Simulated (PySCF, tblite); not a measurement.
# C3H5OSSe radical: geometry, infrared bands and EPR parameters

What infrared bands and EPR parameters should C3H5OSSe radical (`O=[S@@]1[CH][Se]CC1`) show?

Programs: tblite 0.8.0 and PySCF 2.14.0, with density-fitted response routines of our own. Each step states its level of theory. These are calculated values for one molecule in the gas phase, unless marked as measured. Atoms count from 0, in the outputs and in this text.

## 1. The starting structure

11 atoms, charge 0, multiplicity 2; geometry from: force field or distance geometry start.

Bonds of the start (Å): O0–S1 1.55, S1–C2 1.78, C2–Se3 1.94, Se3–C4 1.92, C4–C5 1.47, C5–S1 1.76, C2–H6 1.10, C4–H7 1.11, C4–H8 1.11, C5–H9 1.11, C5–H10 1.12.

## 2. Geometry optimisation with GFN2-xTB

The job: settings as JSON, then the geometry in Å.

```
{"job": {"kind": "relax", "xc": "GFN2-xTB", "basis": "xTB"}, "charge": 0, "multiplicity": 2}
O      1.256900    -2.232500    -0.120800
S      0.686300    -0.969700    -0.809100
C      1.847900     0.376000    -0.749900
Se     0.677800     1.835300    -0.227300
C     -0.886800     0.887300     0.346600
C     -0.817800    -0.541300    -0.011500
H      2.624900     0.187800     0.003100
H     -1.765700     1.360900    -0.127400
H     -0.990700     1.015000     1.446600
H     -1.660100    -0.778100    -0.701600
H     -0.967400    -1.138100     0.925400
```

Run with:

```
$ OMP_NUM_THREADS=1 python probes_run.py task.json out
```

This one command runs all jobs of the session in turn.

Standard output:

```text
step      E/eV     max force
  0    -525.60900    5.172
  1    -526.15470    2.298
  2    -526.39416    1.670
  3    -526.55544    1.149
  4    -526.60823    0.874
  5    -526.68755    0.730
  6    -526.71778    0.557
  7    -526.75518    0.586
  8    -526.77997    0.474
  9    -526.80166    0.461
 10    -526.82251    0.483
 11    -526.84624    0.527
 12    -526.86736    0.491
 13    -526.87007    1.327
 14    -526.89320    0.451
 15    -526.90522    0.251
 16    -526.91215    0.186
 17    -526.92186    0.147
 18    -526.92391    0.130
 19    -526.92623    0.111
 20    -526.92775    0.117
 21    -526.92929    0.101
 22    -526.93006    0.078
 23    -526.93039    0.034
 24    -526.93050    0.026
 25    -526.93058    0.024
 26    -526.93070    0.037
 27    -526.93088    0.050
 28    -526.93113    0.048
 29    -526.93146    0.065
 30    -526.93197    0.077
 31    -526.93288    0.090
 32    -526.93438    0.135
 33    -526.93650    0.182
 34    -526.93941    0.215
 35    -526.94262    0.191
 36    -526.94610    0.268
 37    -526.95264    0.330
 38    -526.95018    0.557
 39    -526.97014    0.283
 40    -526.98259    0.241
 41    -526.98180    0.469
 42    -526.99330    0.138
 43    -526.99542    0.112
 44    -526.99781    0.157
 45    -526.99940    0.131
 46    -527.00217    0.095
 47    -527.00410    0.110
 48    -527.00561    0.098
 49    -527.00634    0.078
 50    -527.00693    0.071
 51    -527.00782    0.079
 52    -527.00897    0.109
 53    -527.01013    0.107
 54    -527.01105    0.089
 55    -527.01192    0.096
 56    -527.01283    0.075
 57    -527.01362    0.088
 58    -527.01418    0.069
 59    -527.01457    0.067
 60    -527.01486    0.053
 61    -527.01513    0.050
 62    -527.01539    0.060
 63    -527.01563    0.051
 64    -527.01582    0.033
 65    -527.01593    0.018
 66    -527.01598    0.016
 67    -527.01601    0.016
 68    -527.01604    0.017
 69    -527.01608    0.014
 70    -527.01610    0.011
 71    -527.01611    0.009
```

Run time: 0.35 s. Hardware: 1 thread of Arm Neoverse V2, shared host.

Step by step: (not every step is listed)

```csv
step,energy from step 0 (eV),largest force (eV/Å)
0,0.0000,5.1718
1,-0.5457,2.2979
2,-0.7852,1.6700
3,-0.9464,1.1491
4,-0.9992,0.8744
5,-1.0785,0.7302
6,-1.1088,0.5574
7,-1.1462,0.5860
8,-1.1710,0.4738
13,-1.2611,1.3269
18,-1.3149,0.1304
23,-1.3214,0.0345
28,-1.3221,0.0477
33,-1.3275,0.1822
38,-1.3412,0.5575
43,-1.3864,0.1122
48,-1.3966,0.0977
53,-1.4011,0.1072
58,-1.4052,0.0692
63,-1.4066,0.0510
66,-1.4070,0.0161
67,-1.4070,0.0162
68,-1.4070,0.0166
69,-1.4071,0.0144
70,-1.4071,0.0110
71,-1.4071,0.0091
```

Close pairs (by a distance rule), those that changed most:

```
  bond  before (Å)  after (Å)  change (Å)
 S1–C5       1.756      1.873      +0.118
C2–Se3       1.942      1.839      -0.103
 O0–S1       1.547      1.457      -0.090
Se3–C4       1.917      1.998      +0.081
C5–H10       1.121      1.089      -0.032
 C4–C5       1.474      1.503      +0.029
 C5–H9       1.114      1.088      -0.026
 C4–H8       1.112      1.091      -0.021
```

The end geometry stands in the next job.

## 3. Infrared spectrum with GFN2-xTB

The job: settings as JSON, then the geometry in Å.

```
{"job": {"kind": "ir", "xc": "GFN2-xTB", "basis": "xTB"}, "charge": 0, "multiplicity": 2}
O      1.088776    -2.266879    -0.758257
S      0.618432    -0.908454    -0.998000
C      1.659955     0.206322    -0.080371
Se     0.830508     1.811227     0.262101
C     -0.965996     0.937181     0.242648
C     -0.783619    -0.553786     0.192471
H      2.706478     0.235039    -0.340767
H     -1.478938     1.310458    -0.645908
H     -1.503833     1.271250     1.131082
H     -1.673101    -1.057293    -0.180941
H     -0.493237    -0.982395     1.149978
```

Standard output:

```text
mode    cm-1     km/mol
  1     114.1      3.27
  2     147.2      2.03
  3     255.4      4.68
  4     290.1      1.59
  5     364.0      6.35
  6     379.6      1.52
  7     525.5     43.75
  8     567.0     28.44
  9     651.6     46.25
 10     705.1     19.38
 11     745.5      2.22
 12     782.5     15.11
 13     872.3      6.43
 14    1017.8      7.73
 15    1034.3      2.09
 16    1043.9      9.78
 17    1105.7      0.04
 18    1145.2    339.31
 19    1192.3     33.93
 20    1214.3     15.34
 21    1423.8      6.40
 22    1441.6      0.53
 23    2961.6      9.50
 24    2972.2      8.64
 25    3013.0      3.09
 26    3014.8     10.02
 27    3072.4      7.50
```

It took 0.26 s on 1 thread of Arm Neoverse V2, shared host.

The strongest bands and the atoms that carry them (share of the mass-weighted mode):

```csv
cm⁻¹,km/mol,atoms
526,43.8,C4 54 %
567,28.4,"H6 49 %, C2 22 %, C4 13 %"
652,46.2,"C5 41 %, S1 27 %"
705,19.4,"C2 58 %, S1 21 %, H6 16 %"
782,15.1,"H8 20 %, H9 20 %, C5 17 %, C4 15 %"
1145,339.3,"O0 59 %, S1 31 %"
1192,33.9,"H8 27 %, H9 18 %, H10 16 %, C5 15 %"
1214,15.3,"H7 49 %, H10 26 %, C4 10 %"
```

## 4. g tensor and hyperfine couplings: B3LYP/def2-TZVP-core+pcH-1

Same as in step 3 but for these lines:

```diff
@@ -1,2 +1,2 @@
-{"job": {"kind": "ir", "xc": "GFN2-xTB", "basis": "xTB"}, "charge": 0, "multiplicity": 2}
+{"job": {"kind": "epr", "basis": "pcH-1"}, "charge": 0, "multiplicity": 2}
 O      1.088776    -2.266879    -0.758257
```

Level: UKS B3LYP, def2-TZVP-core on Se, pcH-1 on C H O S, non-relativistic, mean-field spin-orbit, GIAO.

Standard output:

```text
UKS, coarse grid
  cycle   1  E = -2992.03877664  |g| = 1.61e+00
  cycle   2  E = -2989.90867206  |g| = 2.19e+00
  cycle   3  E = -2991.61787616  |g| = 1.23e+00
  cycle   4  E = -2992.21915660  |g| = 2.59e-01
  cycle   5  E = -2992.22257440  |g| = 2.40e-01
  cycle   6  E = -2992.25087794  |g| = 4.55e-02
  cycle   7  E = -2992.25182826  |g| = 2.68e-02
  cycle   8  E = -2992.25221727  |g| = 5.79e-03
  cycle   9  E = -2992.25223684  |g| = 3.71e-03
  cycle  10  E = -2992.25224571  |g| = 1.85e-03
  cycle  11  E = -2992.25224862  |g| = 4.65e-04
UKS, final grid
  cycle   1  E = -2992.25230905  |g| = 5.73e-04
  cycle   2  E = -2992.25230861  |g| = 1.13e-03
  cycle   3  E = -2992.25230923  |g| = 8.94e-05
  cycle   4  E = -2992.25230923  |g| = 4.70e-05
  cycle   5  E = -2992.25230923  |g| = 4.00e-05
  cycle   6  E = -2992.25230923  |g| = 6.50e-06
E = -2992.25230923 Eh   <S^2> = 0.7558 (exact 0.7500)
g shifts (ppm)      1          2          3
  rmc          -184       -184       -184
  gc             48         -3         38
  oz_so       -8756       9490      27588
  total       -8877       9318      27443
hyperfine (MHz)  atom isotope    a_iso     a_fc   dipolar eigenvalues
    0   17O      -2.72      -2.64     -7.70      3.00      4.70
    1   33S       6.97       7.36     -9.07     -5.39     14.45
    2   13C     184.09     181.99    -61.22    -59.85    121.08
    3  77Se      -8.65       7.11   -134.98   -108.09    243.07
    4   13C      -0.59      -0.89     -1.28     -0.05      1.33
    5   13C      27.72      27.75     -3.96     -2.78      6.74
    6    1H     -29.24     -29.74    -27.36     -2.84     30.20
    7    1H       8.53       8.58     -2.27     -1.36      3.64
    8    1H       0.54       0.48     -2.13     -0.73      2.85
    9    1H      -3.34      -3.37     -2.77     -1.57      4.33
   10    1H      -3.06      -3.08     -3.71     -1.41      5.12
```

Wall time 3 min (1 thread of Arm Neoverse V2, shared host); peak memory 1.2 GiB.

Principal g values 1.99344, 2.01164, 2.02976; g(iso) = 2.01161, against 2.00232 for a free electron.

Hyperfine couplings, nucleus by nucleus at this fixed geometry (no averaging over rotations):

| nuclei | isotope | a(iso) (MHz) | a(iso) (G, at g = 2.0023) | largest dipolar term (MHz) |
| --- | --- | --- | --- | --- |
| C2 | 13C | 184.1 | 65.7 | 121.1 |
| H6 | 1H | -29.2 | -10.4 | 30.2 |
| C5 | 13C | 27.7 | 9.9 | 6.7 |
| Se3 | 77Se | -8.7 | -3.1 | 243.1 |
| H7 | 1H | 8.5 | 3.0 | 3.6 |
| S1 | 33S | 7.0 | 2.5 | 14.5 |
| H9 | 1H | -3.3 | -1.2 | 4.3 |
| H10 | 1H | -3.1 | -1.1 | 5.1 |
| O0 | 17O | -2.7 | -1.0 | -7.7 |
| C4 | 13C | -0.6 | -0.2 | 1.3 |
| H8 | 1H | 0.5 | 0.2 | 2.9 |

Mulliken spin populations:

```csv
atom,value (e)
O0,0.00
S1,0.03
C2,0.75
Se3,0.21
C4,-0.01
C5,0.03
H6,-0.02
H7,0.00
H8,0.00
H9,0.00
H10,0.00
```

In first order the couplings over 0.8 MHz of 1H give 16 distinct lines over 15.8 G.

Orbitals, density, ELF and potential are computed afterwards from the orbital file.

ELF in a plane through or near 7 of the atoms.

Ten even steps from '0' (0.00) to '9' (1.00):
```
0000000000000000000000000000
0000000000001121000000000000
0000000000035676510000000000
0000000000157888731000000000
0000000000266436741000000000
0000289852342652431000000000
0001699996673552541000000000
0001799995487237854442100000
0000267772364127423774200000
0000000138973027522663100000
0000000026655568975321000000
0000023345237852463000000000
0000268867755667997100000000
0000268467731259999610000000
0000157888720039999720000000
0000013566410005887200000000
0000000122100000110000000000
0000000000000000000000000000
0000000000000000000000000000
0000000000000000000000000000
```
The map spans 10.0 Å across and 9.2 Å up, centred on the molecule. Atoms in the plane (x, y in Å): O0 (-2.0, -1.7), C2 (-1.4, 0.9), Se3 (0.0, 2.0), C4 (1.3, 0.5), C5 (0.5, -0.8), H6 (-2.4, 1.3), H9 (1.0, -1.7).

On the surface of density 0.002 e/bohr³ the electrostatic potential runs, from the 1st to the 99th percentile, from -2.07 V near O0 to 1.30 V near H8.

The spin density lies nearest to C2 52 %; Se3 24 %; S1 9 %; H6 7 %.

## 5. Results

| quantity | value |
| --- | --- |
| strongest single infrared mode (GFN2-xTB) | 1145 cm⁻¹, 339 km/mol |
| zero-point energy (GFN2-xTB) | 45.8 kcal/mol |
| g(iso) (B3LYP) | 2.01161 |
| ⟨S²⟩ | 0.756 (exact 0.75) |
| largest a(iso) | 13C on C2, 184.1 MHz |
| surface potential, 1st and 99th percentile | -2.07 V and 1.30 V |

Relaxing lowered the energy by 1.407 eV in 71 steps; the close pair that moved most is S1–C5, from 1.756 to 1.873 Å. All 27 modes are real, so the xTB geometry is a minimum. The strongest single mode, at 1145 cm⁻¹, moves mainly O0 and S1. GFN2-xTB is a fitted tight-binding method: band positions and strengths are rough. Its intensities can rank the bands wrongly. C2 carries the largest spin population, 0.75 e. The isotropic g lies 9.3 ppt above the free-electron value. The hyperfine terms hold no scalar relativity, which the heavier nuclei need.
